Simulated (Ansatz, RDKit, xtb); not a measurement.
**C4H6FNSi: ranking a sample of isomers**

A sample of isomers of C4H6FNSi is drawn. Aim: find which of them has the lowest free energy at 298.15 K, then its properties. The sample is small against all isomers, and the most stable one of this formula need not be in it.

Plan: many cheap relaxations first (GFN2-xTB), then density-functional screening, relaxation at PBE-D3(BJ)/def2-SVP, vibrations (at GFN2-xTB) and a final energy. The numbers are computed, not measured.

### Step 1. Possible bonding patterns

Isomers were taken from a list of plausible structures; this is a sample, not all of them. That gives 14 candidates.

```
label                  SMILES     spin
 c092  N#C/C=C/[C@H](F)[SiH3]  singlet
 c192      C#C/C(F)=C/[SiH2]N  singlet
 c293      N#CC/C(F)=C/[SiH3]  singlet
 c338      C/C(=C/F)[SiH2]C#N  singlet
 c404    C/C([SiH3])=C(\F)C#N  singlet
 c449    C/C([SiH3])=C(/F)C#N  singlet
 c487          F[SiH2]n1cccc1  singlet
 c545      N#CC/C(F)=C\[SiH3]  singlet
 c557  C#C[C@H](F)/C=N\[SiH3]  singlet
 c692       N#CC1(F)C[SiH2]C1  singlet
 c823        N#C[SiH2]/C=C/CF  singlet
 c877    N#C[Si@@H]1C[C@H]1CF  singlet
 c904  N#C/C=C\[C@H](F)[SiH3]  singlet
 c905      C#C/C=C/[Si@H](N)F  singlet
```

Candidates are built by distance geometry, with a force field where one applies, in up to four conformers (letters a to d).

Q: Predict the outcome of this search (final energies at CCSD(T)/def2-SVP + MP2/def2-TZVPP - MP2/def2-SVP).

| quantity | value |
| --- | --- |
| lowest structure found | F[SiH2]n1cccc1, singlet |
| next finalist | C#C/C=C/[Si@H](N)F, singlet, 27.3 kcal/mol higher in G |
| share at equilibrium, among the finalists | 100.0 % |

`F[SiH2]n1cccc1` comes out lowest. The margin of 27.3 kcal/mol over the next finalist is beyond the usual error of the last level; it says nothing of structures that weren't ranked. GFN2-xTB, HF/STO-3G, r2SCAN-D4/def2-SVP, PBE-D3(BJ)/def2-SVP, HF/def2-SVP and MP2/def2-SVP already put its bonding pattern lowest among the structures in one piece. It still has an imaginary mode, so it is no strict minimum; a nearby shape lies a little lower. Lowest found is not proven lowest: the search is finite, and each finalist counts with one conformer. Only 14 drawn patterns were tried, so whole families of isomers are missing, and the result ranks this sample alone. The lowest isomer need not be the one that is made and kept in a bottle, which depends on barriers.
